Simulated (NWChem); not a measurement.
# One shape, several levels: CsCl (SMILES [Cl][Cs])

We compute a comparison of 6 runs (B3LYP/def2-TZVPP, BLYP/def2-TZVPP, M06-2X/def2-TZVPP, M06-L/def2-TZVPP, PBE/def2-TZVPP, CCSD/def2-TZVPP) of CsCl. 

Program for the calculation: NWChem 7.3.0.

1 further run of the same task is left out (set aside as unsound or not needed).

**1. Starting point**

The species is CsCl (2 atoms), meant as a singlet with charge 0. As SMILES, `[Cl][Cs]`. The bond length is the measured one.

Bond lengths: Cl1–Cs2 2.906 Å.

**2. Energy and forces at B3LYP/def2-TZVPP (core potential) (run 1)**

clcs.nw reads:

```
START clcs
memory total 2200 mb
charge 0

GEOMETRY units bohr noautosym nocenter noautoz
  Cl     0.00000000     0.00000000     0.00000000
  Cs     0.00000000     0.00000000     5.49205812
END

BASIS spherical bse
  * library def2-TZVPP
END

ECP bse
  Cs library def2-TZVPP
END

DFT
  xc b3lyp
  grid xfine
  convergence energy 1e-08
  iterations 100
  mulliken
END

TASK dft gradient
```

Launch:

```console
$ nwchem clcs.nw > clcs.out
```

What it wrote:

```text
[...]
          Wavefunction type:  closed shell.
          No. of atoms     :     2
          No. of electrons :    26
[...]
          Charge           :     0
          Spin multiplicity:     1
[...]
          AO basis - number of functions:    78
[...]
              XC Information
              --------------
                         B3LYP Method XC Potential
                     Hartree-Fock (Exact) Exchange  0.200
                        Slater Exchange Functional  0.800 local
                    Becke 1988 Exchange Functional  0.720 non-local
              Lee-Yang-Parr Correlation Functional  0.810
                  VWN I RPA Correlation Functional  0.190 local
[...]
 d= 0,ls=0.0,diis     1   -480.4229827965 -5.08D+02  1.61D-02  6.41D-01     0.7
[...]
 d= 0,ls=0.0,diis     8   -480.4736999899 -5.70D-09  2.80D-06  1.19D-07     4.1
         Total DFT energy =     -480.473699989854
      One electron energy =     -726.853134312724
           Coulomb energy =      250.077814076082
    Exchange-Corr. energy =      -31.556788505813
 Nuclear repulsion energy =       27.858408752601
[...]
      Total Density - Mulliken Population Analysis
     ---------------------------------------------
    Atom       Charge   Shell Charges
 -----------   ------   -------------------------------------------------------
    1 Cl  17    17.72   2.01  0.43  1.53  1.11  0.89  4.19  1.67  1.16  2.71  2.01  0.00  0.00  0.01  0.00
    2 Cs   9     8.28  -0.33  1.64  0.69  0.05 -0.01  5.39  0.60  0.03  0.08  0.12  0.02  0.00
[...]
  wavefunction    = closed shell
                         DFT ENERGY GRADIENTS
    atom               coordinates                        gradient
                 x          y          z           x          y          z
   1 Cl      0.000000   0.000000   0.000000    0.000000  -0.000000   0.003632
   2 Cs      0.000000   0.000000   5.492058   -0.000000   0.000000  -0.003632
[...]
```

It took 6.3 s on 1 thread of AMD EPYC 9R45 (Zen 5), shared host; peak memory 0.13 GiB.

**3. Energy and gradient at BLYP/def2-TZVPP (core potential) (run 2)**

clcs.xyz reads:

```xyz
2
ClCs gradient
Cl     0.000000     0.000000     0.000000
Cs     0.000000     0.000000     2.906272
```

clcs.nw reads:

```
start clcs
title "ClCs gradient"
memory 2200 mb
charge 0

geometry units angstrom noautosym nocenter noautoz
   load format xyz clcs.xyz
end

basis spherical bse
   * library def2-TZVPP
end

ecp bse
   Cs library def2-TZVPP
end

dft
   xc becke88 lyp
   grid xfine
   convergence energy 1e-08
   iterations 100
   mulliken
end

task dft gradient
```

Launch:

```console
$ nwchem clcs.nw > clcs.out
```

What it wrote:

```text
[...]
          Wavefunction type:  closed shell.
          No. of atoms     :     2
          No. of electrons :    26
[...]
          Charge           :     0
          Spin multiplicity:     1
[...]
          AO basis - number of functions:    78
[...]
              XC Information
              --------------
                    Becke 1988 Exchange Functional  1.000
              Lee-Yang-Parr Correlation Functional  1.000
[...]
 d= 0,ls=0.0,diis     1   -480.3545515209 -5.08D+02  3.54D-02  8.80D-01     0.6
[...]
 d= 0,ls=0.0,diis    10   -480.4135078765 -5.15D-09  9.64D-07  6.31D-09     4.8
         Total DFT energy =     -480.413507876451
      One electron energy =     -726.729434085151
           Coulomb energy =      249.943844318157
    Exchange-Corr. energy =      -31.486328849042
 Nuclear repulsion energy =       27.858410739585
[...]
      Total Density - Mulliken Population Analysis
     ---------------------------------------------
    Atom       Charge   Shell Charges
 -----------   ------   -------------------------------------------------------
    1 Cl  17    17.67   2.01  0.43  1.53  1.13  0.88  4.19  1.66  1.17  2.68  2.00  0.00  0.00  0.01  0.00
    2 Cs   9     8.33  -0.33  1.67  0.66  0.07 -0.01  5.38  0.60  0.04  0.08  0.13  0.03  0.00
[...]
  wavefunction    = closed shell
                         DFT ENERGY GRADIENTS
    atom               coordinates                        gradient
                 x          y          z           x          y          z
   1 Cl      0.000000   0.000000   0.000000    0.000000  -0.000000   0.004535
   2 Cs      0.000000   0.000000   5.492058   -0.000000   0.000000  -0.004535
[...]
```

Run time: 7.2 s. Hardware: 1 thread of AMD EPYC 9R45 (Zen 5), shared host; peak memory 0.13 GiB.

Run 3 isn't shown in full; the table further down has it.

**4. Energy and forces at M06-L/def2-TZVPP (core potential) (run 4)**

run.py reads:

```python
from ase import Atoms
from ase.calculators.nwchem import NWChem

molecule = Atoms('ClCs', positions=[
    [0.000000, 0.000000, 0.000000],
    [0.000000, 0.000000, 2.906272],
])

calc = NWChem(
    label='job',
    theory='dft',
    memory='2200 mb',
    basis='def2-TZVPP',
    basispar='spherical bse',
    dft={'xc': 'm06-l', 'mult': '1', 'grid': 'xfine', 'convergence': 'energy 1e-08', 'iterations': '100', 'mulliken': None},
    **{'ecp bse': {'Cs library': 'def2-TZVPP'}},
)
molecule.calc = calc

forces = molecule.get_forces()
print("Total energy (eV):", round(molecule.get_potential_energy(), 6))
print("forces (eV/A):")
for s, f in zip(molecule.symbols, forces):
    print(f"{s:2s} {f[0]:10.5f} {f[1]:10.5f} {f[2]:10.5f}")
print("dipole (e A):", molecule.get_dipole_moment().round(4))
```

Launch:

```console
$ export ASE_NWCHEM_COMMAND="nwchem PREFIX.nwi > PREFIX.nwo"
$ python run.py
```

What it wrote:

```text
Total energy (eV): -13073.531917
forces (eV/A):
Cl    0.00000   -0.00000   -0.22322
Cs   -0.00000    0.00000    0.22322
dipole (e A): [ 0.    -0.     2.164]
```

The calculator wrote job.nwi:

```
title "job"

permanent_dir job

scratch_dir job

start job

geometry units angstrom nocenter noautosym noautoz
  Cl 0.0000000000000000e+00 0.0000000000000000e+00 0.0000000000000000e+00
  Cs 0.0000000000000000e+00 0.0000000000000000e+00 2.9062720000000000e+00
end

memory 2200 mb

basis spherical bse noprint
   * library def2-TZVPP
end

dft
  xc m06-l
  mult 1
  grid xfine
  convergence energy 1e-08
  iterations 100
  mulliken
end
ecp bse
  Cs library def2-TZVPP
end

task dft gradient
```

job.nwo:

```text
Northwest Computational Chemistry Package (NWChem) 7.3.0
             --------------------------------------------------------

           Job information
           ---------------

    nwchem branch   = 7.3.0
    use scalapack   = T
    input           = job.nwi
    prefix          = job.
    data base       = job/job.db
    status          = startup
    nproc           =        1

           Memory information
           ------------------

    heap     =     72089594 doubles =      550.0 Mbytes
    stack    =     72089599 doubles =      550.0 Mbytes
    global   =    144179200 doubles =     1100.0 Mbytes (distinct from heap & stack)
    total    =    288358393 doubles =     2200.0 Mbytes
    verify   = yes
    hardfail = no

[... 76 lines left out ...]
  convergence criterion.
[... 36 lines left out ...]
          Spatial weights used:  Erf1
[... 80 lines left out ...]
         Total DFT energy =     -480.443440299681
[... 3 lines left out ...]
 Nuclear repulsion energy =       27.858410739585
[... 618 lines left out ...]
          Convergence on gradient requested:  5.00D-04
[... 23 lines left out ...]
          total energy or number of iterations.
[... 18 lines left out ...]
                            NWChem DFT Gradient Module
                            --------------------------

                                        job

  charge          =   0.00
  wavefunction    = closed shell

                         DFT ENERGY GRADIENTS

    atom               coordinates                        gradient
                 x          y          z           x          y          z
   1 Cl      0.000000   0.000000   0.000000   -0.000000   0.000000   0.004341
   2 Cs      0.000000   0.000000   5.492058    0.000000  -0.000000  -0.004341

                 ----------------------------------------
                 |  Time  |  1-e(secs)   |  2-e(secs)   |
                 ----------------------------------------
                 |  CPU   |       0.01   |       1.24   |
                 ----------------------------------------
                 |  WALL  |       0.01   |       1.24   |
                 ----------------------------------------

 Task  times  cpu:       10.7s     wall:       10.7s
 Total times  cpu:       10.7s     wall:       10.7s
```

Run time: 12 s. Hardware: 1 thread of AMD EPYC 9R45 (Zen 5), shared host; peak memory 0.13 GiB.

Run 5 isn't shown in full; the table further down has it.

**5. A single-point energy at CCSD/def2-TZVPP (core potential) (run 6)**

clcs.nw reads:

```
start clcs
memory 2200 mb
charge 0

geometry noautosym nocenter noautoz
  Cl       0.000000       0.000000       0.000000
  Cs       0.000000       0.000000       2.906272
end

basis spherical bse
  * library def2-TZVPP
end

ecp bse
  Cs library def2-TZVPP
end

scf
  thresh 1e-08
  maxiter 80
end

ccsd
  freeze core 5
  maxiter 60
end

task ccsd
```

Launch:

```console
$ nwchem clcs.nw > clcs.out
```

What it wrote:

```text
[...]
  functions       =    78
[...]
  wavefunction    = RHF
[...]
         Total SCF energy =   -479.452633116622
      One-electron energy =   -726.775542900259
      Two-electron energy =    219.464499044052
 Nuclear repulsion energy =     27.858410739585
        Time for solution =      3.1s
[...]
 Total MP2 energy:           -479.789776492554097
[...]
             energy      energy      error      ampl     ampl      Block
                                                time     time      time
[...]
 Total CCSD energy:           -479.817724164886158
[...]
```

Wall time 26 s (1 thread of AMD EPYC 9R45 (Zen 5), shared host); peak memory 0.15 GiB.

**6. Overview of the runs**

```tsv
run	level	task	integration grid	energy (Eh)	dipole moment (D)	HOMO energy (eV)	LUMO energy (eV)	wall time
1	B3LYP/def2-TZVPP (core potential)	gradient	xfine	-480.473700	10.07	-5.75	-1.34	6.3 s
2	BLYP/def2-TZVPP (core potential)	gradient	xfine	-480.413508	9.71	-4.61	-1.59	7.2 s
3	M06-2X/def2-TZVPP (core potential)	gradient	xfine	-480.373515	10.36	-7.26	-1.14	8.4 s
4	M06-L/def2-TZVPP (core potential)	gradient	xfine	-480.443440	10.39	-4.87	-1.10	12 s
5	PBE/def2-TZVPP (core potential)	gradient	xfine	-480.267507	9.73	-4.77	-1.56	7.2 s
6	CCSD/def2-TZVPP (core potential)	energy	–	-479.817724	–	-9.02	-0.17	26 s
```

**7. Outcome**

| quantity | value |
| --- | --- |
| run 6: total energy | -479.81772 Eh |
| run 6: HOMO energy (Hartree–Fock orbitals) | -9.02 eV |
| run 6: LUMO energy (Hartree–Fock orbitals) | -0.17 eV |
| run 6: HOMO–LUMO gap (Hartree–Fock orbitals) | 8.86 eV |
| run 6: correlation energy (5 core orbitals frozen) | -365.1 mEh |

Over runs 1, 2, 3, 4, 5 the dipole moment (its size) runs from 9.71 D (BLYP/def2-TZVPP) to 10.39 D (M06-L/def2-TZVPP). Over runs 1, 2, 3, 4, 5 the HOMO–LUMO gap runs from 3.02 eV (BLYP/def2-TZVPP) to 6.12 eV (M06-2X/def2-TZVPP). Totals of different functionals can't be ranked against each other. All runs together took 67 s, the longest 26 s.
